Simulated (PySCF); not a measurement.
# C9H10ClOP: the cost of one run

Computed with PySCF 2.14.0 and routines of our own; the level stands in each step. Atoms count from 0.

## Step 1: The system as given

22 atoms, charge 0, multiplicity 1; geometry from: GFN2-xTB.

## Step 2: Open-shell or spin-flip excitations: collinear spin-flip TDA M06-2X/def2-SVP

Job settings and geometry (Å):

```
{"job": {"kind": "uabs", "xc": "M06-2X", "basis": "def2-SVP", "nstates": 8, "spin_flip": true, "ref_mult": 3}, "charge": 0, "multiplicity": 1}
C      3.745740     1.139142    -0.646335
O      3.352651    -0.078340    -0.066715
C      2.020932    -0.292190     0.070593
C      1.681613    -1.514092     0.639849
C      0.376071    -1.903069     0.858640
Cl     0.104763    -3.454847     1.578478
C     -0.733615    -1.134918     0.540478
C     -0.642083     0.116895    -0.036696
C     -1.853580     0.898387    -0.366299
C     -3.101321     0.221854    -0.874788
C     -3.093317     0.826203     0.487927
P      0.859064     0.917041    -0.447540
H      3.349169     1.236680    -1.663479
H      4.833819     1.128650    -0.672966
H      3.396085     1.991116    -0.051948
H      2.492422    -2.172554     0.914699
H     -1.707089    -1.549197     0.758496
H     -1.625577     1.867213    -0.798575
H     -3.656909     0.716583    -1.656523
H     -3.088554    -0.853340    -0.966056
H     -3.644440     1.739785     0.650896
H     -3.076253     0.172383     1.346230
```

Level: collinear spin-flip TDA M06-2X/def2-SVP, vertical, gas phase, core orbitals frozen in the response.

Run with:

```bash
> OMP_NUM_THREADS=1 python excited_run.py task.json out
```

This one command runs all jobs of the session in turn.

**Question.** How long does this first job take on 1 thread of Arm Neoverse V2, shared host, and how much memory does it need?

About 2 min, with a peak of 0.89 GiB.
